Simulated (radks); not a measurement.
**Ag³⁺ in [Kr] 4d8: an all-electron calculation**

The task here is to estimate one member of a computed series from the others.

The numbers are computed with radks (a radial shooting solver on a logarithmic mesh, Libxc functionals) version 1 (non-relativistic Kohn-Sham, r2SCAN, spin-unpolarised, spherical densities, point nucleus), except any that are marked as measured or tabulated.

### The system

```
element       : silver (Z = 47)
charge        : +3
electrons     : 44
configuration : [Kr] 4d8
```

The outer shells:

Ag³⁺
```
[Kr] core
4d [↑↓][↑↓][↑↓][↑ ][↑ ]
```

Set-up of the first run:

The run's settings:

```text
Z 47
configuration [Kr] 4d8 5s0 5p0
relativity non-relativistic
functional r2scan,r2scan
spin unpolarised
nucleus point
```

Launch:

```console
$ python run_ks.py task.json out
```

All runs below come from this command, one after another.

One of the session's tables, all rows but one given; the rest of the session is left out.

It belongs to the step «Shells». From the orbitals of this run (lengths in bohr):

| level | <r> | outermost maximum (interpolated) | 90 % within | nodes |
| --- | --- | --- | --- | --- |
| 1s | 0.03240 | 0.0214 | 0.0576 | 0 |
| 2s | ? | ? | ? | ? |
| 2p | 0.1200 | 0.0934 | 0.195 | 0 |
| 3s | 0.3802 | 0.344 | 0.559 | 2 |
| 3p | 0.3726 | 0.331 | 0.559 | 1 |
| 3d | 0.3455 | 0.275 | 0.545 | 0 |
| 4s | 0.9374 | 0.848 | 1.36 | 3 |
| 4p | 1.001 | 0.886 | 1.47 | 2 |
| 4d | 1.234 | 1.00 | 1.91 | 1 |
| 5s | 2.403 | 2.17 | 3.45 | 4 |
| 5p | 2.783 | 2.49 | 4.02 | 3 |

Estimate the missing values for 2s.

The run gave: <r>: 0.1404; outermost maximum (interpolated): 0.119; 90 % within: 0.216; nodes: 1. In the column «<r>» it lies between 2p (0.1200) and 3d (0.3455).

To keep in mind: Relativity is left out here, which matters for elements this heavy. Spin polarisation and multiplet splitting are left out.
